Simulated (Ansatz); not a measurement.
Working through a formation energy from the elements of ZnPt3 and its elements

Computed with Ansatz's Python interface.

The cells in order, each with its output:

```python
from collections import Counter
import warnings

import ansatz as az
import numpy as np
```

```python
def solve(name, crystal):
    calc = (
        crystal.calculation()
        .functional("pbesol")
        .scf(algorithm="direct_min")
        .basis(20 * az.Ha)
        .kpoints(spacing=0.39)
        .occupations("fermi_dirac", width=0.05)
        .stress()  # GPa
    )
    calc = calc.relax(force_tolerance=0.01, fix_cell=["shape"])
    return calc.run()
```

```python
def counts(outcome):
    return Counter(site.symbol for site in outcome.lattice.sites)
```

```python
def formation_energy(outcome, mu):
    n = counts(outcome)
    return (outcome.report["energy_sigma0_ev"] - sum(k * mu[element] for element, k in n.items())) / sum(n.values())
```

```python
def volume_per_atom(outcome):
    return abs(np.linalg.det(outcome.lattice.cell_ang)) / len(outcome.lattice.sites)
```

```python
warnings.simplefilter("ignore", az.DeckWarning)

phases = {}
znpt3 = (
    az.Lattice.cubic(3.893)
    .space_group(221)
    .atom("Zn", (0.0, 0.0, 0.0))
    .atom("Pt", (0.0, 0.5, 0.5))
)
phases["ZnPt3"] = znpt3
zn = (
    az.Lattice.from_parameters(2.67, 2.67, 4.966, alpha=90, beta=90, gamma=120)
    .space_group(194)
    .atom("Zn", (1 / 3, 2 / 3, 0.25))
)
phases["Zn"] = zn
pt = (
    az.Lattice.fcc(3.9218)
    .space_group(225)
    .atom("Pt", (0.0, 0.0, 0.0))
    .primitive()
)
phases["Pt"] = pt
```

```python
done = {name: solve(name, crystal) for name, crystal in phases.items()}
```

    

```python
# energy of one atom in its reference phase
references = {"Zn": "Zn", "Pt": "Pt"}
mu = {element: done[name].report["energy_sigma0_ev"] / len(done[name].lattice.sites) for element, name in references.items()}
```

```python
target = done["ZnPt3"]
heat = formation_energy(target, mu)
n = counts(target)
print("cell content:", dict(n), " volume", round(volume_per_atom(target), 3), "A^3/atom")
print("formation energy", round(heat, 4), "eV/atom,", round(heat * sum(n.values()), 4), "eV per cell")
print("bound against the elements" if heat < 0 else "unbound against the elements")
```

    cell content: {<Element.ZN: 'Zn'>: 1, <Element.PT: 'Pt'>: 3}  volume 14.574 A^3/atom
    formation energy -0.3106 eV/atom, -1.2423 eV per cell
    bound against the elements

The settings weren't tested for convergence. No spin polarisation was allowed. For the metals among these phases the mesh is modest: differences between phases can be off by up to 40 meV an atom. Atoms and volume are relaxed with the cell's shape held, which in cells of lower than cubic symmetry can hide stresses and shift volumes. Spin-orbit coupling, which matters for elements this heavy, is left out. The cells come from databases of deposited and of computed structures, and not all need be stable phases. The compound is the structure given, not necessarily its lowest; energies are at zero temperature, with no correction for gases. A semilocal functional's error on such energies is often 0.05 to 0.1 eV an atom, and 0.1 to 0.3 eV against gases such as O2 or F2. Finished in 39 s on 1 thread of Arm Neoverse V2, with other jobs on the host, peak memory 0.47 GiB.

(Lines on the test bed's own set-up are left out of the output.)
